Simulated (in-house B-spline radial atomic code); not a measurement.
# Lu⁺: binding energies from hole states

Wanted: ΔSCF binding energies of Lu⁺.

Program: in-house B-spline radial atomic code version 1. Level of theory: Dirac-Coulomb relativistic LDA (MacDonald-Vosko exchange, VWN5), spherical fractional occupations, Fermi nucleus, basis-set limit. These are calculated values, not measurements, unless marked.

## (1) The system

- element: lutetium (Z = 71)
- charge: +1
- electrons: 70
- configuration: [Xe] 4f14 6s2
- Hamiltonian: Dirac-Coulomb
- nucleus: Fermi, rms radius 5.370 fm

The outer shells:

[Xe] 4f14 6s2
```
[Xe] core
4f [↑↓][↑↓][↑↓][↑↓][↑↓][↑↓][↑↓]
6s [↑↓]
```

Input settings:

```ini
Z = 71
electrons = 70.0
configuration = [Xe] 4f14 6s2
hamiltonian = dirac
method = lda_x_rel,vwn
spin_polarised = False
nucleus = fermi
rms_radius = 5.37
mass_number = 175
atomic_mass = 174.940777211
speed_of_light = 137.035999084
```

From the earlier run of the reference: total energy -14543.253530 hartree. Levels, eight at most:

```
orbital  occupation  energy (eV)  <r> (bohr)
  4d3/2           4      -205.96      0.5416
  4d5/2           6      -196.09      0.5532
  5s1/2           2      -69.757       1.172
  5p1/2           2      -45.553       1.311
  5p3/2           4      -38.592       1.422
  4f5/2           6      -19.776      0.7124
  4f7/2           8      -18.247      0.7277
  6s1/2           2      -11.258       3.244
```

## (2) The 4f5/2 hole

In configurations, a minus sign after the shell means j = l − 1/2 and a plus sign j = l + 1/2; the count of electrons follows.

Input settings:

```ini
Z = 71
electrons = 69.0
configuration = 1s2 2s2 2p6 3s2 3p6 3d10 4s2 4p6 4d10 4f-5 4f+8 5s2 5p6 6s2
hamiltonian = dirac
method = lda_x_rel,vwn
spin_polarised = False
nucleus = fermi
rms_radius = 5.37
mass_number = 175
atomic_mass = 174.940777211
speed_of_light = 137.035999084
```

## (3) The 4f7/2 hole

The settings differ from step 2 so:

```diff
@@ -2,3 +2,3 @@
 electrons = 69.0
-configuration = 1s2 2s2 2p6 3s2 3p6 3d10 4s2 4p6 4d10 4f-5 4f+8 5s2 5p6 6s2
+configuration = 1s2 2s2 2p6 3s2 3p6 3d10 4s2 4p6 4d10 4f-6 4f+7 5s2 5p6 6s2
 hamiltonian = dirac
```

## (4) The 5s hole

The settings differ from step 3 so:

```diff
@@ -2,3 +2,3 @@
 electrons = 69.0
-configuration = 1s2 2s2 2p6 3s2 3p6 3d10 4s2 4p6 4d10 4f-6 4f+7 5s2 5p6 6s2
+configuration = 1s2 2s2 2p6 3s2 3p6 3d10 4s2 4p6 4d10 4f14 5s1 5p6 6s2
 hamiltonian = dirac
```

## (5) The 5p1/2 hole

The settings differ from step 4 so:

```diff
@@ -2,3 +2,3 @@
 electrons = 69.0
-configuration = 1s2 2s2 2p6 3s2 3p6 3d10 4s2 4p6 4d10 4f14 5s1 5p6 6s2
+configuration = 1s2 2s2 2p6 3s2 3p6 3d10 4s2 4p6 4d10 4f14 5s2 5p-1 5p+4 6s2
 hamiltonian = dirac
```

## (6) The 5p3/2 hole

The settings differ from step 5 so:

```diff
@@ -2,3 +2,3 @@
 electrons = 69.0
-configuration = 1s2 2s2 2p6 3s2 3p6 3d10 4s2 4p6 4d10 4f14 5s2 5p-1 5p+4 6s2
+configuration = 1s2 2s2 2p6 3s2 3p6 3d10 4s2 4p6 4d10 4f14 5s2 5p-2 5p+3 6s2
 hamiltonian = dirac
```

## (7) The 6s hole

The settings differ from step 6 so:

```diff
@@ -2,3 +2,3 @@
 electrons = 69.0
-configuration = 1s2 2s2 2p6 3s2 3p6 3d10 4s2 4p6 4d10 4f14 5s2 5p-2 5p+3 6s2
+configuration = 1s2 2s2 2p6 3s2 3p6 3d10 4s2 4p6 4d10 4f14 5s2 5p6 6s1
 hamiltonian = dirac
```

**Question.** What does each hole state cost in eV, and how does that compare with the orbital energies or single holes?

**Answer**, as computed:

| hole | ΔSCF (eV) | −ε of the parent (eV) | −ε less ΔSCF (eV) |
| --- | --- | --- | --- |
| 4f5/2 | 29.139 | 19.776 | -9.36 |
| 4f7/2 | 27.528 | 18.247 | -9.28 |
| 5s | 77.143 | 69.757 | -7.39 |
| 5p1/2 | 52.445 | 45.553 | -6.89 |
| 5p3/2 | 45.128 | 38.592 | -6.54 |
| 6s | 14.532 | 11.258 | -3.27 |

What this shows: With relativistic LDA the orbital energies fall short of the binding energies, by 7.4 eV for 5s: an electron's repulsion with itself pushes the levels up, so −ε is no binding energy here. The spin-orbit splitting of the 4f hole is 1.61 eV. Values are for the free ion, measured from the vacuum level.
